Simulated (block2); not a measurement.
# DMRG/STO-3G run of InF (SMILES [F][In])

Aim: the vertical singlet–triplet gap of InF at DMRG/STO-3G, from 2 runs. 

Program for the calculation: block2 0.5.4.

1 further run of the same task is left out (set aside as unsound or not needed). Runs told in other sessions of the task aren't counted.

**1. The molecule**

The species is InF (2 atoms), meant as a singlet with charge 0. As SMILES, `[F][In]`. The shape is that of a PBE0-D4/def2-TZVP optimisation.

Bond lengths: F1–In2 1.994 Å.

**2. The energy at DMRG/STO-3G**

The input, dmrg.py:

```python
import numpy as np
from pyscf import cc, dft, gto, mp, scf
from pyblock2._pyscf.ao2mo import integrals as itg
from pyblock2.driver.core import DMRGDriver, SymmetryTypes

mol = gto.M(atom="""
F      0.00000000     0.00000000     0.03006554
In     0.00000000     0.00000000     3.79755583
""", basis="sto-3g", unit="bohr", spin=0, verbose=4)
print("nao = %d" % (mol.nao))
mf = scf.UHF(mol)
mf.conv_tol = 1e-10
mf.max_cycle = 200
mf.kernel()
if not mf.converged:
    mf = mf.newton().run(mf.mo_coeff, mf.mo_occ)
for _ in range(5):
    mo, _, ok, _ = mf.stability(return_status=True)
    if ok:
        break
    mf.kernel(mf.make_rdm1(mo, mf.mo_occ))
print("E(HF) = %.10f" % (mf.e_tot))
print(f"reference S^2 = {mf.spin_square()[0]:.4f}")
ref = mf
pt = mp.MP2(ref, frozen=19).run()
mycc = cc.CCSD(ref, frozen=19)
mycc.max_cycle = 150
mycc.kernel()
print(f"MP2 total energy = {pt.e_tot:.10f}")
if mycc.converged:
    print("E(CCSD) = %.10f" % (mycc.e_tot))
    print(f"E(CCSD(T)) = {mycc.e_tot + mycc.ccsd_t():.10f}")
ks = dft.UKS(mol, xc="camb3lyp").set(conv_tol=1e-9, verbose=3).run(mf.make_rdm1())
if ks.converged:
    print(f"E(CAM-B3LYP) = {ks.e_tot:.8f}")
ks = dft.UKS(mol, xc="b3lyp").set(conv_tol=1e-9, verbose=3).run(mf.make_rdm1())
if ks.converged:
    print("E(B3LYP) = %.8f" % (ks.e_tot))
ks = dft.UKS(mol, xc="pbe").set(conv_tol=1e-9, verbose=3).run(mf.make_rdm1())
if ks.converged:
    print("E(PBE) = %.8f" % (ks.e_tot))
ks = dft.UKS(mol, xc="pbe0").set(conv_tol=1e-9, verbose=3).run(mf.make_rdm1())
if ks.converged:
    print("E(PBE0) = %.8f" % (ks.e_tot))
ncas, n_elec, spin, ecore, h1e, g2e, orb_sym = itg.get_uhf_integrals(mf, ncore=19, ncas=13, pg_symm=False, g2e_symm=8)
drv = DMRGDriver(scratch="./tmp", symm_type=SymmetryTypes.SZ, stack_mem=1500 << 20, n_threads=1)
drv.initialize_system(n_sites=ncas, n_elec=n_elec, spin=spin, orb_sym=orb_sym)
mpo = drv.get_qc_mpo(h1e=h1e, g2e=g2e, ecore=ecore, iprint=1)
mps = drv.get_random_mps(tag="GS", bond_dim=37, nroots=1)
bond_dims = [37] * 2 + [75] * 2 + [112] * 3 + [150] * 4
noises = [0.001] * 2 + [0.0001] * 2 + [0.0001] * 3 + [1e-05] * 4 + [0]
thrds = [1e-09] * 11
e = drv.dmrg(mpo, mps, n_sweeps=17, tol=1e-06, bond_dims=bond_dims, noises=noises, thrds=thrds, iprint=1)
ms, dws, es = drv.get_dmrg_results()
print("max discarded weight = %.3e" % (dws[-1]))
print(f"final energy = {e:.10f}")
dm1 = drv.get_1pdm(mps)
print("natural occupations =", np.round(np.concatenate([np.linalg.eigvalsh(x)[::-1] for x in dm1]), 5).tolist())
print("orbital entropies =", np.round(drv.get_orbital_entropies(mps, orb_type=1), 4).tolist())
print(f"largest bipartite entropy = {max(drv.get_bipartite_entanglement(mps)):.4f}")
```

On the command line:

```sh
python dmrg.py
```

Standard output:

```text
[INPUT] verbose = 4
[INPUT] num. atoms = 2
[INPUT] num. electrons = 58
[INPUT] charge = 0
[INPUT] spin (= nelec alpha-beta = 2S) = 0
[INPUT] symmetry False subgroup None
[INPUT] Mole.unit = bohr
[INPUT] Symbol           X                Y                Z      unit          X                Y                Z       unit  Magmom
[INPUT]  1 F      0.000000000000   0.000000000000   0.015909998602 AA    0.000000000000   0.000000000000   0.030065540000 Bohr   0.0
[INPUT]  2 In     0.000000000000   0.000000000000   2.009580002432 AA    0.000000000000   0.000000000000   3.797555830000 Bohr   0.0

nuclear repulsion = 117.054050854634
number of shells = 14
number of NR pGTOs = 96
number of NR cGTOs = 32
basis = sto-3g
ecp = {}
CPU time:         0.47
nao = 32

******** <class 'pyscf.scf.uhf.UHF'> ********
method = UHF
initial guess = minao
damping factor = 0
level_shift factor = 0
DIIS = <class 'pyscf.scf.diis.CDIIS'>
diis_start_cycle = 1
diis_space = 8
diis_damp = 0
SCF conv_tol = 1e-10
SCF conv_tol_grad = None
SCF max_cycles = 200
direct_scf = True
direct_scf_tol = 1e-13
chkfile to save SCF result = tmpli86f2xs
max_memory 1800 MB (current use 141 MB)
number electrons alpha = 29  beta = 29
Set gradient conv threshold to 1e-05
init E= -5764.95491026594
[... the frontier-level lines of each cycle are left out ...]
cycle= 1 E= -5780.77772715549  delta_E= -15.8  |g|= 0.284  |ddm|= 0.964
cycle= 2 E= -5780.84814639989  delta_E= -0.0704  |g|= 0.175  |ddm|= 0.865
cycle= 3 E= -5780.87561844117  delta_E= -0.0275  |g|= 0.0258  |ddm|= 0.299
cycle= 4 E= -5780.8768174513  delta_E= -0.0012  |g|= 0.00907  |ddm|= 0.0731
cycle= 5 E= -5780.87708295159  delta_E= -0.000266  |g|= 0.0017  |ddm|= 0.0479
cycle= 6 E= -5780.87709096246  delta_E= -8.01e-06  |g|= 0.00055  |ddm|= 0.0069
cycle= 7 E= -5780.87709186312  delta_E= -9.01e-07  |g|= 0.000294  |ddm|= 0.00227
cycle= 8 E= -5780.87709227918  delta_E= -4.16e-07  |g|= 0.000127  |ddm|= 0.00197
cycle= 9 E= -5780.87709236918  delta_E= -9e-08  |g|= 2.08e-05  |ddm|= 0.00132
cycle= 10 E= -5780.87709237066  delta_E= -1.48e-09  |g|= 6.55e-06  |ddm|= 0.000125
cycle= 11 E= -5780.8770923708  delta_E= -1.39e-10  |g|= 6.42e-07  |ddm|= 3.79e-05
cycle= 12 E= -5780.8770923708  delta_E=    0  |g|= 2.01e-07  |ddm|= 3.01e-06
Extra cycle  E= -5780.8770923708  delta_E= 1.82e-12  |g|= 1.14e-07  |ddm|= 5.16e-07
converged SCF energy = -5780.8770923708  <S^2> = 3.1974423e-13  2S+1 = 1
uhf_internal: lowest eigs of H = [0.04143074 0.04145226 0.40882637]
<class 'pyscf.scf.uhf.UHF'> wavefunction is stable in the internal stability analysis
E(HF) = -5780.8770923708
reference S^2 = 0.0000

******** <class 'pyscf.mp.ump2.UMP2'> ********
nocc = (np.int64(10), np.int64(10)), nmo = (13, 13)
frozen orbitals 19
max_memory 1800 MB (current use 159 MB)
E(UMP2) = -5780.92690481884  E_corr = -0.0498124480425404
E(SCS-UMP2) = -5780.92880109573  E_corr = -0.0517087249267936
E_corr(same-spin) = -0.0093071685279864
E_corr(oppo-spin) = -0.040505279514554

******** <class 'pyscf.cc.uccsd.UCCSD'> ********
CC2 = 0
CCSD nocc = (np.int64(10), np.int64(10)), nmo = (13, 13)
frozen orbitals 19
max_cycle = 150
direct = 0
conv_tol = 1e-07
conv_tol_normt = 1e-06
diis_space = 6
diis_start_cycle = 0
diis_start_energy_diff = 1e+09
max_memory 1800 MB (current use 159 MB)
Init t2, MP2 energy = -0.0498124462473655
Init E_corr(UCCSD) = -0.049812446247385
cycle = 1  E_corr(UCCSD) = -0.0499590105706649  dE = -0.000146564323  norm(t1,t2) = 0.137443
cycle = 2  E_corr(UCCSD) = -0.0623068250843625  dE = -0.0123478145  norm(t1,t2) = 0.067625
cycle = 3  E_corr(UCCSD) = -0.0599331213317931  dE = 0.00237370375  norm(t1,t2) = 0.059973
cycle = 4  E_corr(UCCSD) = -0.0620016270778491  dE = -0.00206850575  norm(t1,t2) = 0.0135792
cycle = 5  E_corr(UCCSD) = -0.061979592341644  dE = 2.20347362e-05  norm(t1,t2) = 0.00238399
cycle = 6  E_corr(UCCSD) = -0.0619447448060387  dE = 3.48475356e-05  norm(t1,t2) = 0.00122879
cycle = 7  E_corr(UCCSD) = -0.0619334768050182  dE = 1.1268001e-05  norm(t1,t2) = 0.000402416
cycle = 8  E_corr(UCCSD) = -0.0619301997469676  dE = 3.27705805e-06  norm(t1,t2) = 8.3266e-05
cycle = 9  E_corr(UCCSD) = -0.0619295865144385  dE = 6.13232529e-07  norm(t1,t2) = 2.33459e-05
cycle = 10  E_corr(UCCSD) = -0.0619295048103726  dE = 8.17040659e-08  norm(t1,t2) = 8.4039e-06
cycle = 11  E_corr(UCCSD) = -0.0619296569712502  dE = -1.52160878e-07  norm(t1,t2) = 2.67499e-06
cycle = 12  E_corr(UCCSD) = -0.0619296365720595  dE = 2.03991908e-08  norm(t1,t2) = 8.57274e-07
UCCSD converged
E(UCCSD) = -5780.939022007371  E_corr = -0.06192963657205947
MP2 total energy = -5780.9269048188
E(CCSD) = -5780.9390220074
UCCSD(T) correction = -0.00934335045737044
E(CCSD(T)) = -5780.9483653578
radial grids:
    Treutler-Ahlrichs [JCP 102, 346 (1995); DOI:10.1063/1.469408] (M4) radial grids

becke partition: Becke, JCP 88, 2547 (1988); DOI:10.1063/1.454033
pruning grids: <function nwchem_prune at 0xf9924aca0180>
grids dens level: 3
symmetrized grids: False
atomic radii adjust function: <function treutler_atomic_radii_adjust at 0xf9924aca0680>
tot grids = 36136
converged SCF energy = -5783.34496344308  <S^2> = 3.5527137e-15  2S+1 = 1
E(CAM-B3LYP) = -5783.34496344
radial grids:
    Treutler-Ahlrichs [JCP 102, 346 (1995); DOI:10.1063/1.469408] (M4) radial grids

becke partition: Becke, JCP 88, 2547 (1988); DOI:10.1063/1.454033
pruning grids: <function nwchem_prune at 0xf9924aca0180>
grids dens level: 3
symmetrized grids: False
atomic radii adjust function: <function treutler_atomic_radii_adjust at 0xf9924aca0680>
tot grids = 36136
converged SCF energy = -5783.19746949865  <S^2> = 3.5527137e-15  2S+1 = 1
E(B3LYP) = -5783.19746950
radial grids:
    Treutler-Ahlrichs [JCP 102, 346 (1995); DOI:10.1063/1.469408] (M4) radial grids

becke partition: Becke, JCP 88, 2547 (1988); DOI:10.1063/1.454033
pruning grids: <function nwchem_prune at 0xf9924aca0180>
grids dens level: 3
symmetrized grids: False
atomic radii adjust function: <function treutler_atomic_radii_adjust at 0xf9924aca0680>
tot grids = 36136
converged SCF energy = -5782.52082276432  <S^2> = 7.1054274e-15  2S+1 = 1
E(PBE) = -5782.52082276
radial grids:
    Treutler-Ahlrichs [JCP 102, 346 (1995); DOI:10.1063/1.469408] (M4) radial grids

becke partition: Becke, JCP 88, 2547 (1988); DOI:10.1063/1.454033
pruning grids: <function nwchem_prune at 0xf9924aca0180>
grids dens level: 3
symmetrized grids: False
atomic radii adjust function: <function treutler_atomic_radii_adjust at 0xf9924aca0680>
tot grids = 36136
converged SCF energy = -5782.85707238425  <S^2> = -7.1054274e-15  2S+1 = 1
E(PBE0) = -5782.85707238
integral symmetrize error =  0.0
integral cutoff error =  4.402161230963665e-20
mpo terms =      45628

Build MPO | Nsites =    13 | Nterms =      45628 | Algorithm = FastBIP | Cutoff = 1.00e-20
 Site =     0 /    13 .. Mmpo =    26 DW = 0.00e+00 NNZ =       26 SPT = 0.0000 Tmvc = 0.002 T = 0.007
 Site =     1 /    13 .. Mmpo =    94 DW = 0.00e+00 NNZ =      551 SPT = 0.7745 Tmvc = 0.003 T = 0.011
 Site =     2 /    13 .. Mmpo =   138 DW = 0.00e+00 NNZ =     1205 SPT = 0.9071 Tmvc = 0.003 T = 0.013
 Site =     3 /    13 .. Mmpo =   198 DW = 0.00e+00 NNZ =     2141 SPT = 0.9216 Tmvc = 0.004 T = 0.014
 Site =     4 /    13 .. Mmpo =   274 DW = 0.00e+00 NNZ =     3179 SPT = 0.9414 Tmvc = 0.005 T = 0.016
 Site =     5 /    13 .. Mmpo =   366 DW = 0.00e+00 NNZ =     4215 SPT = 0.9580 Tmvc = 0.005 T = 0.018
 Site =     6 /    13 .. Mmpo =   366 DW = 0.00e+00 NNZ =    21119 SPT = 0.8423 Tmvc = 0.006 T = 0.033
 Site =     7 /    13 .. Mmpo =   274 DW = 0.00e+00 NNZ =     4215 SPT = 0.9580 Tmvc = 0.002 T = 0.011
 Site =     8 /    13 .. Mmpo =   198 DW = 0.00e+00 NNZ =     3179 SPT = 0.9414 Tmvc = 0.001 T = 0.008
 Site =     9 /    13 .. Mmpo =   138 DW = 0.00e+00 NNZ =     2143 SPT = 0.9216 Tmvc = 0.001 T = 0.006
 Site =    10 /    13 .. Mmpo =    94 DW = 0.00e+00 NNZ =     1215 SPT = 0.9063 Tmvc = 0.000 T = 0.003
 Site =    11 /    13 .. Mmpo =    26 DW = 0.00e+00 NNZ =      551 SPT = 0.7745 Tmvc = 0.000 T = 0.002
 Site =    12 /    13 .. Mmpo =     1 DW = 0.00e+00 NNZ =       26 SPT = 0.0000 Tmvc = 0.000 T = 0.000
Ttotal =      0.143 Tmvc-total = 0.033 MPO bond dimension =   366 MaxDW = 0.00e+00
NNZ =        43765 SIZE =       528560 SPT = 0.9172

Rank =     0 Ttotal =      0.145 MPO method = FastBipartite bond dimension =     366 NNZ =        43765 SIZE =       528560 SPT = 0.9172

Sweep =    0 | Direction =  forward | Bond dimension =   37 | Noise =  1.00e-03 | Dav threshold =  1.00e-09
Time elapsed =      1.448 | E =   -5780.9453678004 | DW = 1.38588e-03

Sweep =    1 | Direction = backward | Bond dimension =   37 | Noise =  1.00e-03 | Dav threshold =  1.00e-09
Time elapsed =      2.117 | E =   -5780.9458243187 | DE = -4.57e-04 | DW = 1.22027e-03

Sweep =    2 | Direction =  forward | Bond dimension =   75 | Noise =  1.00e-04 | Dav threshold =  1.00e-09
Time elapsed =      3.084 | E =   -5780.9486389261 | DE = -2.81e-03 | DW = 2.85628e-06

Sweep =    3 | Direction = backward | Bond dimension =   75 | Noise =  1.00e-04 | Dav threshold =  1.00e-09
Time elapsed =      4.598 | E =   -5780.9493097517 | DE = -6.71e-04 | DW = 4.49831e-05

Sweep =    4 | Direction =  forward | Bond dimension =  112 | Noise =  1.00e-04 | Dav threshold =  1.00e-09
Time elapsed =      6.700 | E =   -5780.9494383826 | DE = -1.29e-04 | DW = 1.11107e-05

Sweep =    5 | Direction = backward | Bond dimension =  112 | Noise =  1.00e-04 | Dav threshold =  1.00e-09
Time elapsed =      9.464 | E =   -5780.9494392373 | DE = -8.55e-07 | DW = 1.40099e-05

Sweep =    6 | Direction =  forward | Bond dimension =  112 | Noise =  1.00e-04 | Dav threshold =  1.00e-09
Time elapsed =     12.057 | E =   -5780.9494599206 | DE = -2.07e-05 | DW = 1.21798e-05

Sweep =    7 | Direction = backward | Bond dimension =  150 | Noise =  1.00e-05 | Dav threshold =  1.00e-09
Time elapsed =     15.865 | E =   -5780.9494797425 | DE = -1.98e-05 | DW = 1.06151e-06

Sweep =    8 | Direction =  forward | Bond dimension =  150 | Noise =  1.00e-05 | Dav threshold =  1.00e-09
Time elapsed =     20.074 | E =   -5780.9494840794 | DE = -4.34e-06 | DW = 9.74693e-07

Sweep =    9 | Direction = backward | Bond dimension =  150 | Noise =  1.00e-05 | Dav threshold =  1.00e-09
Time elapsed =     24.360 | E =   -5780.9494840795 | DE = -9.19e-11 | DW = 1.23741e-06

Sweep =   10 | Direction =  forward | Bond dimension =  150 | Noise =  1.00e-05 | Dav threshold =  1.00e-09
Time elapsed =     28.491 | E =   -5780.9494845037 | DE = -4.24e-07 | DW = 9.80444e-07

Sweep =   11 | Direction = backward | Bond dimension =  150 | Noise =  0.00e+00 | Dav threshold =  1.00e-07
Time elapsed =     31.904 | E =   -5780.9494844966 | DE = 7.13e-09 | DW = 8.41250e-07

max discarded weight = 8.413e-07
final energy = -5780.9494844966
natural occupations = [0.99991, 0.99991, 0.9999, 0.99987, 0.99985, 0.99985, 0.98476, 0.98475, 0.97961, 0.95056, 0.03581, 0.0358, 0.02941, 0.99991, 0.99991, 0.9999, 0.99987, 0.99985, 0.99985, 0.98475, 0.98475, 0.97961, 0.95056, 0.03581, 0.0358, 0.02941]
orbital entropies = [0.0162, 0.0028, 0.0028, 0.0233, 0.0033, 0.0033, 0.1803, 0.181, 0.181, 0.3202, 0.2744, 0.2744, 0.247]
largest bipartite entropy = 0.6761
```

It took 42 s on 1 thread of Arm Neoverse V1, shared host; peak memory 0.41 GiB.

(Part 1 of 2 ends here.)
